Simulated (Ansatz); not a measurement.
# GdRh: the cost of one run

Program: Ansatz 0.2.0 through its Python package. Level of theory: DFT PBEsol+D3(BJ) with three-body term, plane waves, PAW. These are calculated values, not measurements.

**1. The system**

The structure is cubic, space group Pm-3m (No. 221). The conventional cell has a = 3.435 Å, b = 3.435 Å, c = 3.435 Å, α = 90.00°, β = 90.00°, γ = 90.00°. Gd (site symmetry m-3m) has 8 Rh at 2.97 Å as nearest neighbours. Rh (site symmetry m-3m) has 8 Gd at 2.97 Å as nearest neighbours.

No structure file is read: the coordinates are typed or built in the script.

**2. The script**

Contents of gdrh.py:

```python
# -*- coding: utf-8 -*-
"""Single point of GdRh."""

import warnings

import ansatz as az
import numpy as np


def main():
    warnings.simplefilter("ignore", az.DeckWarning)

    vectors = np.array([
        [3.435, 0.0, 0.0],
        [0.0, 3.435, 0.0],
        [0.0, 0.0, 3.435],
    ])
    crystal = (
        az.Lattice.of(vectors)
        .atom("Gd", [0.0, 0.0, 0.0])
        .atom("Rh", [0.5, 0.5, 0.5])
        .moments(Gd=4.9)
    )

    # functional, basis and sampling
    calculation = (
        crystal.calculation()
        .spin(az.SpinTreatment.COLLINEAR)
        .basis(470)
        .pseudopotentials("paw")
        .kpoints(4, shift=0.5)
        .occupations(az.OccupationsMethod.GAUSSIAN, width=0.02)
        .scf(tolerance=1e-08, algorithm="density_mixing")
        .functional("pbesol", dispersion="d3bjatm")
        .density_of_states(energy_step=0.2, nscf_kmesh_spacing=0.16)
        .band_table()
    )
    session = calculation.session()
    planned = session.plan(threads=1)
    res = planned.execute()
    summary = res.report

    print("%-22s %14.5f eV" % ("F = E - TS", summary["free_energy_ev"]))
    print("%-22s %14.5f eV" % ("E", summary["internal_energy_ev"]))
    print("%-22s %14.5f eV" % ("Harris-Foulkes", summary["harris_foulkes_ev"]))
    print("%-22s %14.5f eV" % ("Fermi level", summary["fermi_energy_ev"]))

    print(f"net moment {summary['magnetization_mub']:.3f} muB, absolute {summary['absolute_magnetization_mub']:.3f} muB")
    for index, (site, m) in enumerate(zip(res.lattice.sites, summary["site_moments_mub"])):
        print(f"  {index:2d} {site.symbol:2s} {m:7.3f}")

    dos = res.density_of_states()
    energy = np.asarray(dos.energies_ev) - dos.fermi_ev
    top = min(levels[-1] for levels in summary["eigenvalues_ev"]) - dos.fermi_ev  # the computed bands end here
    for spin, channel in enumerate(dos.channels):
        g = np.asarray(channel.g_bin_mean_per_ev)
        peak = np.where(np.abs(energy) < 8, g, 0).argmax()
        print(f"channel {spin}: g(E_F) = {np.interp(0.0, energy, g):.3f} states/eV, highest peak within 8 eV {g[peak]:.2f} at {energy[peak]:.2f} eV")
    grid = np.arange(-6, min(4, top), 0.5)
    columns = [grid] + [np.interp(grid, energy, ch.g_bin_mean_per_ev) for ch in dos.channels]
    np.savetxt("dos_gdrh.dat", np.column_stack(columns), fmt="%.3f", header="E-EF (eV), states/eV by channel")


if __name__ == "__main__":
    main()
```

**3. The input behind the calls**

The engine receives this input:

```yaml
crystal:
  lattice:
    - [3.435, 0.0, 0.0]
    - [0.0, 3.435, 0.0]
    - [0.0, 0.0, 3.435]
  atoms:
    - { symbol: Gd, position: [0.0, 0.0, 0.0] }
    - { symbol: Rh, position: [0.5, 0.5, 0.5] }
basis:
  ecutwfc: 470.0
kpoints:
  mp_grid:
    grid: [4, 4, 4]
    shift: [0.5, 0.5, 0.5]
hamiltonian:
  xc: pbesol
  dispersion: d3bjatm
  pseudopotentials:
    kind: paw
magnetization:
  spin_polarized: true
  per_species:
    Gd: 4.9
scf:
  algorithm: density_mixing
  convergence:
    dr2_threshold: 1.0e-08
  occupations:
    method: gaussian
    width: 0.02
output:
  dos:
    de: 0.2
    nscf_kmesh:
      kspacing: 0.16
  eigenvalues: true
```

**4. Launch**

Launch:

```bash
> python gdrh.py
```

What time and memory should one allow on 1 thread of Arm Neoverse V1, shared host?

About 5.5 s, with a peak of 0.41 GiB.
